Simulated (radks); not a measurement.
# Os²⁺ in [Kr] 4d10 4f14 5s2 5p4 5d8: an all-electron calculation

The task here is to estimate one member of a computed series from the others.

Method: scalar-relativistic Kohn-Sham, r2SCAN, spin-unpolarised, spherical densities, finite nucleus. Code: radks (a radial shooting solver on a logarithmic mesh, Libxc functionals) version 1.

**The system**

- element: osmium (Z = 76)
- charge: +2
- electrons: 74
- configuration: [Kr] 4d10 4f14 5s2 5p4 5d8
- nuclear rms radius: 5.4126 fm

The outer shells:

Os²⁺
```
[Kr] core
4d [↑↓][↑↓][↑↓][↑↓][↑↓]
4f [↑↓][↑↓][↑↓][↑↓][↑↓][↑↓][↑↓]
5s [↑↓]
5p [↑↓][↑ ][↑ ]
5d [↑↓][↑↓][↑↓][↑ ][↑ ]
```

Set-up of the first run:

Input:

```text
Z 76
configuration [Kr] 4d10 4f14 5s2 5p4 5d8 6s0 6p0
relativity scalar-relativistic
functional r2scan,r2scan
spin unpolarised
nucleus finite rms 5.4126 fm
c 137.035999084
```

Run with:

```
$ python run_ks.py task.json out
```

The same process makes all the runs of this session.

One of the session's tables, all rows but one given; the rest of the session is left out.

It belongs to the step «Shells». Radial moments (bohr):

| level | <r> | outermost maximum (interpolated) | 90 % within | nodes |
| --- | --- | --- | --- | --- |
| 1s | 0.01774 | 0.0110 | 0.0323 | 0 |
| 2s | ? | ? | ? | ? |
| 2p | 0.06728 | 0.0522 | 0.110 | 0 |
| 3s | 0.1937 | 0.179 | 0.284 | 2 |
| 3p | 0.1944 | 0.177 | 0.291 | 1 |
| 3d | 0.1763 | 0.145 | 0.273 | 0 |
| 4s | 0.4318 | 0.405 | 0.619 | 3 |
| 4p | 0.4591 | 0.425 | 0.666 | 2 |
| 4d | 0.4886 | 0.435 | 0.730 | 1 |
| 5s | 1.003 | 0.912 | 1.44 | 4 |
| 4f | 0.5533 | 0.407 | 0.901 | 0 |
| 5p | 1.157 | 1.03 | 1.68 | 3 |
| 5d | 1.623 | 1.31 | 2.48 | 2 |
| 6s | 2.562 | 2.28 | 3.70 | 5 |
| 6p | 3.259 | 2.87 | 4.73 | 4 |

**Question.** Estimate the row for 2s.

The run gave: <r>: 0.07489; outermost maximum (interpolated): 0.0634; 90 % within: 0.116; nodes: 1. In the column «<r>» it lies between 2p (0.06728) and 3d (0.1763).
